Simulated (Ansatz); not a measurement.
Consider the interaction energy of a dimer with the counterpoise correction of BH3OSi, SMILES B1O[SiH2]1 (Ansatz's Python interface).

`dimer_bh3osi.py`
```python
"""Interaction energy of two BH3OSi molecules, with the counterpoise correction."""

import ansatz as az

BASIS = "def2-SVP"
XC = "hf"

FIRST = [
    ("B", (-0.8368, -0.6977, -0.5489)),
    ("O", (0.3598, -1.1302, 0.0475)),
    ("Si", (0.491, 0.5317, 0.1934)),
    ("H", (-1.9921, -0.6489, -0.5827)),
    ("H", (1.5487, 1.0322, -0.736)),
    ("H", (0.4295, 0.913, 1.6268)),
]
SECOND = [
    ("B", (1.3623, 0.4222, 5.1802)),
    ("O", (0.4732, 0.9926, 4.2535)),
    ("Si", (-0.5478, 0.6496, 5.5343)),
    ("H", (2.2843, 0.4926, 5.8752)),
    ("H", (-1.4476, -0.4849, 5.1651)),
    ("H", (-1.0468, 1.9158, 6.1273)),
]

def energy(atoms, ghosts=()):
    molecule = az.Crystal.molecule()
    for symbol, xyz in atoms:
        molecule = molecule.atom(symbol, xyz)
    calc = molecule.calculation().basis(gaussian=BASIS).functional(XC)
    deck = calc.input()
    if ghosts:
        deck = deck.set(az.key.basis.gaussian.ghost_atoms, [{"symbol": s, "position_ang": list(xyz)} for s, xyz in ghosts])
    return az.Session.from_dict(deck).plan().execute().report["free_energy_ev"]


def main() -> None:
    # ghost atoms carry the functions of the partner
    both = energy(FIRST + SECOND)
    alone = energy(FIRST) + energy(SECOND)
    ghosted = energy(FIRST, SECOND) + energy(SECOND, FIRST)
    print(f"dimer {both:.6f} eV")
    print(f"interaction, uncorrected   {96.485332 * (both - alone):8.3f} kJ/mol")
    print(f"interaction, counterpoise  {96.485332 * (both - ghosted):8.3f} kJ/mol")
    print(f"basis-set superposition    {96.485332 * (alone - ghosted):8.3f} kJ/mol")


if __name__ == "__main__":
    main()
```

How large is the interaction at this pose, and how much of it is basis-set superposition?

Uncorrected it is -0.167 kJ/mol, with the counterpoise correction 2.380 kJ/mol; the difference, 2.55 kJ/mol, is the superposition error. The sign changes with the correction, so this basis doesn't settle it.

What the script printed:

```console
$ python dimer_bh3osi.py
dimer -21225.555026 eV
interaction, uncorrected     -0.167 kJ/mol
interaction, counterpoise     2.380 kJ/mol
basis-set superposition       2.547 kJ/mol
```

Total energies depend on the basis set; only differences at equal settings carry meaning. The dimer is a generated trial pose of unrelaxed monomers, not a minimum, so the figure is no binding energy, and the basis set is small. Hartree-Fock leaves correlation out, so bond, atomisation and ionisation energies come out well too low. This level lacks the dispersion part of the attraction (electrostatics and induction are there), which can decide the sign where the interaction is weak. The whole script took 5.9 s on 1 thread of Intel(R) Xeon(R) Platinum 8375C CPU @ 2.90GHz (Ice Lake) (shared host), peak memory 0.28 GiB.

(Lines on the test bed's own set-up are left out of the output.)
